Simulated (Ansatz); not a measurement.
This was printed by a script on Ansatz 0.2.0, Python API, for harmonic frequencies at the relaxed geometry of C2HF3Si, SMILES C#C[Si](F)(F)F. What did the script look like? Settings (for the species named): PBE, cc-pVDZ basis, multiplicity 1, D3BJ dispersion.

| atom | x (Å) | y (Å) | z (Å) |
| --- | --- | --- | --- |
| C | 0.7741 | -1.7806 | 0.7036 |
| C | 0.2819 | -0.7008 | 0.2738 |
| Si | -0.4312 | 0.9171 | -0.3878 |
| F | -1.7209 | 0.6569 | -1.1146 |
| F | 0.6404 | 1.5492 | -1.4311 |
| F | -0.6259 | 1.9444 | 0.8446 |
| H | 1.1428 | -2.6542 | 1.0658 |

Running `python run_freq.py` prints:
```text
pair        before    after (A)
C0-C1        1.2621   1.2268
C0-H6        1.0150   1.0815
C1-Si2       1.8878   1.8075
Si2-F3       1.5031   1.6340
Si2-F4       1.6237   1.6340
Si2-F5       1.6162   1.6340
mode  1     121.2 1/cm    15.02 meV
mode  2     121.3 1/cm    15.03 meV
mode  3     253.0 1/cm    31.37 meV
mode  4     253.1 1/cm    31.37 meV
mode  5     325.7 1/cm    40.38 meV
mode  6     361.4 1/cm    44.81 meV
mode  7     361.4 1/cm    44.81 meV
mode  8     615.9 1/cm    76.36 meV
mode  9     698.8 1/cm    86.64 meV
mode 10     698.8 1/cm    86.64 meV
mode 11     844.3 1/cm   104.68 meV
mode 12     944.9 1/cm   117.15 meV
mode 13     945.0 1/cm   117.16 meV
mode 14    2114.0 1/cm   262.11 meV
mode 15    3400.2 1/cm   421.57 meV
imaginary modes: 0  zero-point energy: 0.7476 eV
T (K)   F_vib (eV)   S_vib (meV/K)   C_vib (meV/K)
 200.0      0.7179        0.3872          0.5160
 300.0      0.6666        0.6349          0.7071
 400.0      0.5918        0.8572          0.8359
 500.0      0.4960        1.0536          0.9224
 600.0      0.3818        1.2275          0.9833
```

One script that gives this output:

`run_freq.py`:
```python
'''Harmonic frequencies of C2HF3Si at its relaxed geometry.'''

from dataclasses import dataclass
import itertools

import ansatz as az
from ase.data import atomic_numbers, covalent_radii
import numpy as np


@dataclass
class Options:
    basis: str = 'cc-pVDZ'
    xc: str = 'pbe'
    vdw: str = 'd3bj'


cfg = Options()

GEOMETRY = '''
C     0.77410   -1.78060    0.70360
C     0.28190   -0.70080    0.27380
Si   -0.43120    0.91710   -0.38780
F    -1.72090    0.65690   -1.11460
F     0.64040    1.54920   -1.43110
F    -0.62590    1.94440    0.84460
H     1.14280   -2.65420    1.06580
'''


def main() -> None:
    geometry = az.Crystal.molecule()
    for line in GEOMETRY.strip().splitlines():
        symbol, *xyz = line.split()
        geometry = geometry.atom(symbol, [float(v) for v in xyz])

    job = (
        geometry.calculation()
        .basis(gaussian=cfg.basis)
        .functional(cfg.xc, dispersion=cfg.vdw)
    )
    symbols = [site.symbol for site in geometry.cartesian_sites]
    start = np.array([site.position_ang for site in geometry.cartesian_sites], dtype=float)
    rep = job.relax(force_tolerance=0.003).run(threads=1, backend='cpu').report
    end = np.array(rep['positions_ang'])

    # pairs closer than 1.2 times the sum of covalent radii, before or after
    radius = [covalent_radii[atomic_numbers[s]] for s in symbols]
    span = lambda where, i, j: np.linalg.norm(where[i] - where[j])
    bonded = [(i, j) for i, j in itertools.combinations(range(len(symbols)), 2) if min(span(start, i, j), span(end, i, j)) < 1.2 * (radius[i] + radius[j])]
    print('pair        before    after (A)')
    for i, j in bonded:
        print(f'{symbols[i]}{i}-{symbols[j]}{j}'.ljust(10), f'{span(start, i, j):8.4f} {span(end, i, j):8.4f}')

    # same settings at the minimum
    minimum = az.Crystal.molecule()
    for symbol, place in zip(symbols, end):
        minimum = minimum.atom(symbol, place.tolist())
    vibrating = (
        minimum.calculation()
        .basis(gaussian=cfg.basis)  # the orbital basis, by name
        .functional(cfg.xc, dispersion=cfg.vdw)
        .phonons(temperatures=(200, 600, 100))
    )
    vib = vibrating.run(threads=1, backend='cpu').report['vibrations']
    sums = vib['harmonic_sums']
    modes = [m['omega_inv_cm'] for m in sums['modes_at_gamma'] if m['rigid_motion'] == 'no']
    for number, w in enumerate(modes, start=1):
        print(f'mode {number:2d} {w:9.1f} 1/cm {w / 8065.544 * 1000:8.2f} meV')
    print('imaginary modes:', sum(w < 0 for w in modes), ' zero-point energy:', round(sums['zero_point_energy_ev'], 4), 'eV')
    print('T (K)   F_vib (eV)   S_vib (meV/K)   C_vib (meV/K)')
    for row in zip(sums['temperatures_k'], sums['vibrational_free_energy_ev'], vib['entropy_ev_per_k'], vib['heat_capacity_ev_per_k']):
        print(f'{row[0]:6.1f} {row[1]:11.4f} {1000 * row[2]:13.4f} {1000 * row[3]:15.4f}')


if __name__ == '__main__':
    main()
```

The frequencies are harmonic and unscaled, in a modest basis. Run time: 78 s on 1 thread of Arm Neoverse V2 (shared host), peak memory 0.21 GiB.
